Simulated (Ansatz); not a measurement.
# C₂H₃BrO: basis-set convergence

One table from this session's results is given with a row withheld; the runs are named, their logs left out.

Program: Ansatz 0.2.0, Gaussian basis. Level of theory: one geometry, several basis sets. These are calculated values, not measurements.

Plan: PBE0-D4/def2-SVP; ωB97M-V/def2-SVP; PBE0-D4/def2-QZVPP; ωB97M-V/def2-QZVPP; the functionals' def2-TZVPP values are taken from earlier runs.

## The geometry

The geometry comes from an earlier relaxation with PBE0-D4 in a triple-zeta def2 set; it is a stationary point, not always the lowest conformer.

SMILES `C=C(O)Br`, 7 atoms, charge 0, spin multiplicity 1.

Atoms are counted from 1 here; the program's logs count them from 0.

Bond lengths: C1–C2 1.326 Å, C1–H5 1.078 Å, C1–H6 1.085 Å, C2–O3 1.342 Å, C2–Br4 1.881 Å, O3–H7 0.965 Å. Angles: C2–C1–H5 121.1°, C2–C1–H6 120.3°, H5–C1–H6 118.6°, C1–C2–O3 127.6°, C1–C2–Br4 122.1°, O3–C2–Br4 110.3°, C2–O3–H7 108.5°.

Coordinates:

```xyz
7
charge 0, multiplicity 1
C    -0.1248    0.5430    0.7171
C    -0.2040   -0.2080   -0.3725
O     0.7803   -0.9089   -0.9570
Br   -1.8108   -0.4196   -1.3268
H    -0.9880    1.0643    1.0984
H     0.8179    0.6439    1.2440
H     1.5904   -0.7827   -0.4487
```

The first run:

Contents of in.yaml:

```yaml
crystal:
  periodic: [false, false, false]
  atoms:
    - {symbol: C, position_ang: [-0.124753, 0.542980, 0.717054]}
    - {symbol: C, position_ang: [-0.203971, -0.208027, -0.372477]}
    - {symbol: O, position_ang: [0.780318, -0.908876, -0.957001]}
    - {symbol: Br, position_ang: [-1.810789, -0.419619, -1.326836]}
    - {symbol: H, position_ang: [-0.987980, 1.064291, 1.098419]}
    - {symbol: H, position_ang: [0.817948, 0.643877, 1.243957]}
    - {symbol: H, position_ang: [1.590426, -0.782725, -0.448716]}
basis:
  gaussian: {orbitals: def2-SVP}
hamiltonian: {xc: pbe0, dispersion: d4}
output: {orbitals: {seedname: orbitals}}
```

Command:

```
$ ansatz run in.yaml --threads 2 --pin off --events-out ev --progress --plain --max-ram 4352MiB
```

Steps of the session up to this table: PBE0-D4 in def2-SVP; ωB97M-V in def2-SVP; PBE0-D4 in def2-QZVPP; ωB97M-V in def2-QZVPP.

One table of the session follows, with a row left open; its other results are not shown here.

It belongs to the step «Density functionals: the series». 

```
functional       basis  HOMO (eV)  LUMO (eV)
   PBE0-D4    def2-SVP      -6.88       0.44
   PBE0-D4  def2-TZVPP      -7.00       0.09
   PBE0-D4  def2-QZVPP      -7.03      -0.10
   ωB97M-V    def2-SVP      -9.07       2.55
   ωB97M-V  def2-TZVPP      -9.21       1.94
   ωB97M-V  def2-QZVPP          ?          ?
```

**Question.** Estimate the row for ωB97M-V, def2-QZVPP.

The run gave: HOMO (eV): -9.23; LUMO (eV): 1.37. In the column «HOMO (eV)» it is the lowest.
